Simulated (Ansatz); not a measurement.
**Sn12H22 bond rod (Sn11PH22) (doublet): reading failed and doubtful runs**

Aim: try 2 inputs for Sn12H22 bond rod (Sn11PH22) (doublet) as typed, read how each ends, and find what has to change.

Program: Ansatz 0.2.0, Gaussian basis. Level of theory: the settings change from run to run. These are calculated values, not measurements.

1 further run of the same task is left out (set aside as unsound or not needed).

## Step 1: The relaxed structure

An earlier PBE-D4/def2-SVP relaxation fixed the geometry. Sn takes a core potential in def2 sets; no spin-orbit term is included.

34 atoms, charge 0, spin multiplicity 2.

Atoms are counted from 1 here; the program's logs count them from 0.

Bond lengths: Sn1–Sn7 2.814 Å, Sn1–Sn9 2.807 Å, Sn1–H13 1.732 Å, Sn1–H14 1.734 Å, Sn2–Sn8 2.857 Å, Sn2–Sn10 2.815 Å, Sn2–H15 1.744 Å, Sn2–H16 1.741 Å, Sn3–Sn7 2.813 Å, Sn3–Sn11 2.815 Å, Sn3–H17 1.734 Å, Sn3–H18 1.735 Å, Sn4–Sn8 2.826 Å, Sn4–Sn12 2.811 Å, Sn4–H19 1.738 Å, Sn4–H20 1.739 Å, P5–Sn8 2.779 Å, P5–Sn9 2.563 Å and more. Angles: Sn7–Sn1–Sn9 108.7°, Sn7–Sn1–H13 111.1°, Sn7–Sn1–H14 112.0°, Sn9–Sn1–H13 106.9°, Sn9–Sn1–H14 110.0°, H13–Sn1–H14 108.0°, Sn8–Sn2–Sn10 109.3°, Sn8–Sn2–H15 113.2°, Sn8–Sn2–H16 109.4°, Sn10–Sn2–H15 109.5°, Sn10–Sn2–H16 108.9°, H15–Sn2–H16 106.5°, Sn7–Sn3–Sn11 110.2°, Sn7–Sn3–H17 108.1°, Sn7–Sn3–H18 109.7°, Sn11–Sn3–H17 108.1°, Sn11–Sn3–H18 113.2°, H17–Sn3–H18 107.4° and more.

Coordinates:

```csv
atom,x (Å),y (Å),z (Å)
Sn1,-2.31566,0.55707,-3.74194
Sn2,-2.65441,1.11159,2.54848
Sn3,1.28493,-2.21293,-4.65465
Sn4,0.42067,-2.44444,2.62685
P5,0.75162,-0.11880,-0.92364
Sn6,0.83474,0.96850,5.62570
Sn7,-0.89359,-0.80934,-5.74892
Sn8,-1.15445,-0.75883,0.99403
Sn9,-0.47968,1.83049,-2.04351
Sn10,-0.89166,2.62104,4.14248
Sn11,2.63757,-0.60147,-2.78429
Sn12,2.25494,-0.73528,3.89798
H13,-3.22625,-0.54433,-2.76329
H14,-3.41671,1.72027,-4.40537
H15,-3.85516,0.35665,3.56295
H16,-3.51366,2.18851,1.48406
H17,0.66623,-3.60154,-3.81978
H18,2.31156,-2.78780,-5.93021
H19,-0.47014,-3.32427,3.83248
H20,1.25607,-3.61259,1.64636
H21,1.57199,0.68373,-0.05416
H22,-0.11122,-0.00868,6.70550
H23,1.89901,1.92122,6.61455
H24,-1.96877,-1.86850,-6.60644
H25,-0.32041,0.37319,-6.88172
H26,-2.25148,-1.76394,0.06568
H27,-1.17978,2.78486,-0.77820
H28,0.68939,2.78631,-2.89765
H29,-1.76408,3.68964,5.20005
H30,0.07640,3.62380,3.10415
H31,3.90140,-1.50605,-2.00040
H32,3.37056,0.79674,-3.53530
H33,3.52339,-1.57328,4.73605
H34,3.01948,0.24698,2.68342
```

## Step 2: Input 1

Input file in.yaml:

```yaml
crystal:
  periodic: [false, false, false]
  atoms:
    - {symbol: Sn, position_ang: [-4.375970, 1.052706, -7.071252]}
    - {symbol: Sn, position_ang: [-5.016117, 2.100604, 4.815925]}
    - {symbol: Sn, position_ang: [2.428172, -4.181838, -8.796011]}
    - {symbol: Sn, position_ang: [0.794949, -4.619333, 4.964022]}
    - {symbol: P, position_ang: [1.420347, -0.224495, -1.745421]}
    - {symbol: Sn, position_ang: [1.577426, 1.830198, 10.631030]}
    - {symbol: Sn, position_ang: [-1.688638, -1.529423, -10.863890]}
    - {symbol: Sn, position_ang: [-2.181592, -1.433977, 1.878446]}
    - {symbol: Sn, position_ang: [-0.906474, 3.459132, -3.861683]}
    - {symbol: Sn, position_ang: [-1.684991, 4.953046, 7.828149]}
    - {symbol: Sn, position_ang: [4.984279, -1.136617, -5.261554]}
    - {symbol: Sn, position_ang: [4.261217, -1.389483, 7.366121]}
    - {symbol: H, position_ang: [-6.096733, -1.028638, -5.221861]}
    - {symbol: H, position_ang: [-6.456658, 3.250839, -8.324946]}
    - {symbol: H, position_ang: [-7.285207, 0.673964, 6.733010]}
    - {symbol: H, position_ang: [-6.639853, 4.135681, 2.804476]}
    - {symbol: H, position_ang: [1.258989, -6.805935, -7.218337]}
    - {symbol: H, position_ang: [4.368216, -5.268183, -11.206486]}
    - {symbol: H, position_ang: [-0.888444, -6.281954, 7.242346]}
    - {symbol: H, position_ang: [2.373621, -6.826810, 3.111170]}
    - {symbol: H, position_ang: [2.970625, 1.292053, -0.102346]}
    - {symbol: H, position_ang: [-0.210183, -0.016403, 12.671566]}
    - {symbol: H, position_ang: [3.588614, 3.630586, 12.499690]}
    - {symbol: H, position_ang: [-3.720429, -3.530953, -12.484366]}
    - {symbol: H, position_ang: [-0.605486, 0.705230, -13.004563]}
    - {symbol: H, position_ang: [-4.254680, -3.333360, 0.124116]}
    - {symbol: H, position_ang: [-2.229464, 5.262631, -1.470593]}
    - {symbol: H, position_ang: [1.302761, 5.265362, -5.475770]}
    - {symbol: H, position_ang: [-3.333629, 6.972410, 9.826677]}
    - {symbol: H, position_ang: [0.144381, 6.847987, 5.865999]}
    - {symbol: H, position_ang: [7.372580, -2.846030, -3.780202]}
    - {symbol: H, position_ang: [6.369430, 1.505617, -6.680757]}
    - {symbol: H, position_ang: [6.658235, -2.973063, 8.949847]}
    - {symbol: H, position_ang: [5.705997, 0.466715, 5.070932]}
basis:
  gaussian: {orbitals: def2-mTZVP, fitting: {mean_field: def2-universal-jkfit}}
magnetization: {spin_polarized: true, initial_magnetization: 1}
hamiltonian: {xc: {name: SPW92}}
accuracy: high
output: {forces: true}
```

Run with:

```
$ ansatz run in.yaml --threads 2 --pin off --events-out ev --progress --plain --max-ram 32768MiB --backend cuda --devices 0, --max-vram 18GiB
```

What it wrote:

```text
Functional definition: SPW92
  name "SPW92"
  cite "Dirac, Proc. Camb. Phil. Soc. 26, 376 (1930) doi:10.1017/S0305004100016108"
  cite "Slater, Phys. Rev. 81, 385 (1951) doi:10.1103/PhysRev.81.385"
  cite "Perdew & Wang, Phys. Rev. B 45, 13244 (1992) doi:10.1103/PhysRevB.45.13244"
  exchange = slater_x
  correlation = pw_c
2922 factors; integrals over basis functions are off by at most 1.3e0 eV
mean field evaluation 1: about -73486.2632 eV, gradient 7.2e1 eV
mean field evaluation 2: about -72745.8973 eV, gradient 1.8e2 eV
mean field evaluation 4: about -72914.8572 eV, gradient 1.4e2 eV
mean field evaluation 8: about -73571.6219 eV, gradient 1.7e1 eV
mean field evaluation 16: about -73578.2777 eV, gradient 5.3e-1 eV
mean field evaluation 32: about -73489.5311 eV, gradient 7.1e1 eV
mean field evaluation 64: about -73578.0168 eV, gradient 3.4e-5 eV
mean field evaluation 96: about -73578.0450 eV, gradient 6.2e-7 eV
mean field evaluation 128: about -73577.7569 eV, gradient 3.8e0 eV
mean field evaluation 160: about -73578.1791 eV, gradient 1.4e0 eV
Error: SIGTERM received: run cancelled behind 185 evaluations of the mean field
```

Wall time 92 s (1 × H100 (card shared with other runs) with 2 threads of AMD EPYC 7R13, shared host).

**Diagnosis.** Time ran out. The coordinates are in bohr but typed as ångström. The shortest distance is 2.72 Å (P5–H21), against 1.44 Å in the relaxed molecule. Fix: take the coordinates from the file in ångström.

## Step 3: Input 2

Input file in.yaml:

```yaml
crystal:
  periodic: [false, false, false]
  atoms:
    - {symbol: Sn, position_ang: [-1.620964, 0.389948, -2.245166]}
    - {symbol: Sn, position_ang: [-1.592648, 0.666955, 1.783934]}
    - {symbol: Sn, position_ang: [0.899453, -1.549053, -3.258253]}
    - {symbol: Sn, position_ang: [0.294468, -1.711111, 1.838793]}
    - {symbol: P, position_ang: [0.450969, -0.071279, -0.554182]}
    - {symbol: Sn, position_ang: [0.500842, 0.677949, 3.375418]}
    - {symbol: Sn, position_ang: [-0.536153, -0.566535, -4.024245]}
    - {symbol: Sn, position_ang: [-0.692669, -0.455296, 0.695821]}
    - {symbol: Sn, position_ang: [-0.335780, 1.281345, -1.430460]}
    - {symbol: Sn, position_ang: [-0.534995, 1.572623, 2.899734]}
    - {symbol: Sn, position_ang: [1.846296, -0.360883, -1.670576]}
    - {symbol: Sn, position_ang: [1.578457, -0.441169, 2.728587]}
    - {symbol: H, position_ang: [-2.258376, -0.326599, -1.934302]}
    - {symbol: H, position_ang: [-2.391700, 1.204189, -2.643222]}
    - {symbol: H, position_ang: [-2.698615, 0.249652, 2.494068]}
    - {symbol: H, position_ang: [-2.108194, 1.313104, 1.038845]}
    - {symbol: H, position_ang: [0.399737, -2.160927, -2.673845]}
    - {symbol: H, position_ang: [1.386936, -1.951461, -3.558129]}
    - {symbol: H, position_ang: [-0.329101, -2.326986, 2.299490]}
    - {symbol: H, position_ang: [0.753639, -2.167555, 1.152452]}
    - {symbol: H, position_ang: [0.943192, 0.478607, -0.032495]}
    - {symbol: H, position_ang: [-0.066734, -0.006076, 4.693851]}
    - {symbol: H, position_ang: [1.139407, 1.344856, 4.630184]}
    - {symbol: H, position_ang: [-1.181259, -1.307949, -4.624508]}
    - {symbol: H, position_ang: [-0.192246, 0.223915, -4.129029]}
    - {symbol: H, position_ang: [-1.576035, -1.058363, 0.039408]}
    - {symbol: H, position_ang: [-0.707869, 1.949404, -0.544743]}
    - {symbol: H, position_ang: [0.413635, 1.671785, -2.028356]}
    - {symbol: H, position_ang: [-1.234856, 2.582747, 3.120031]}
    - {symbol: H, position_ang: [0.045842, 2.536658, 1.862491]}
    - {symbol: H, position_ang: [2.340840, -1.054238, -1.400277]}
    - {symbol: H, position_ang: [2.359389, 0.557717, -2.474712]}
    - {symbol: H, position_ang: [2.114031, -1.101294, 2.841632]}
    - {symbol: H, position_ang: [1.811690, 0.148185, 1.610052]}
basis:
  gaussian: {orbitals: def2-mTZVP, fitting: {mean_field: def2-universal-jkfit}}
total_charge: 1
magnetization: {spin_polarized: true, initial_magnetization: 0}
hamiltonian: {xc: {name: BHLYP}, dispersion: d3bj, pseudopotentials: {relativity: none}}
scf: {omitted_lower_state_checks: [starts]}
output: {forces: true}
```

The command is unchanged.

What it wrote (excerpt; [...] marks lines left out):

```text
Functional definition: BHLYP
  name "BHLYP"
  cite "Becke, J. Chem. Phys. 98, 1372 (1993) doi:10.1063/1.464304"
  cite "Becke, Phys. Rev. A 38, 3098 (1988) doi:10.1103/PhysRevA.38.3098"
  cite "Lee, Yang & Parr, Phys. Rev. B 37, 785 (1988) doi:10.1103/PhysRevB.37.785"
[...]
2922 factors; integrals over basis functions are off by at most 4.3e-1 eV
[...]
mean field -73371.59341708 eV, -2696.3563250254 hartree, gradient 3.9e-5 eV, S^2 0.000000; 0 other end points of the search recorded, 0 dependent functions left out
[...]
reference -73371.59375614 eV, -2696.3563374855 hartree; 139, 139 occupied and 345, 345 virtual orbitals, 2922 factors
Total energy: -73377.65766025 eV, -2696.5791818516 hartree
Atom 0 at    -1.620964     0.389948    -2.245166 Å, force    -4.172381    -5.178410   -31.622378 eV/Å
[...]
Atom 25 at    -1.576035    -1.058363     0.039408 Å, force   -13.037383    -9.506498    -9.702084 eV/Å
Atom 26 at    -0.707869     1.949404    -0.544743 Å, force    -8.467237    16.039504    20.045263 eV/Å
Atom 27 at     0.413635     1.671785    -2.028356 Å, force    34.313664    19.008758   -27.770337 eV/Å
Atom 28 at    -1.234856     2.582747     3.120031 Å, force   -10.813358    15.407482     4.841803 eV/Å
Atom 29 at     0.045842     2.536658     1.862491 Å, force     2.440987     2.594883    -3.797770 eV/Å
Atom 30 at     2.340840    -1.054238    -1.400277 Å, force    48.717104   -66.019763    26.558068 eV/Å
Atom 31 at     2.359389     0.557717    -2.474712 Å, force     4.729132     9.728403    -6.692368 eV/Å
Atom 32 at     2.114031    -1.101294     2.841632 Å, force    64.480763   -76.042217    14.426155 eV/Å
Atom 33 at     1.811690     0.148185     1.610052 Å, force     4.275283     7.351353   -14.339239 eV/Å
Dipole moment:     0.124687    -0.331428    -0.716078 e Å
Checks for a lower state left out: starts
```

It took 14 s on 1 × H100 (card shared with other runs) with 2 threads of AMD EPYC 7R13, shared host; peak host memory 2.1 GiB.

Diagnosis: The run converged, but a converged run isn't a right one. The geometry is squeezed well below its size. The shortest distance is 0.70 Å (Sn3–H18), against 1.44 Å in the relaxed molecule. It also asks for charge 1 and multiplicity 1, another species or state than the molecule above. Its energy is no property of the relaxed molecule. Cure: use the relaxed coordinates, and set charge and spin to those of the species named.

## Step 4: Summary

```
input             level      ended                                              cause  time
    1  SPW92/def2-mTZVP    timeout  the coordinates are in bohr but typed as ångström  92 s
    2  BHLYP/def2-mTZVP  converged       the geometry is squeezed well below its size  14 s
```

1 timeout, 1 converged. The dangerous case is the input that converges on a wrong geometry, charge, spin, basis or grid: often only a look at the input shows it.
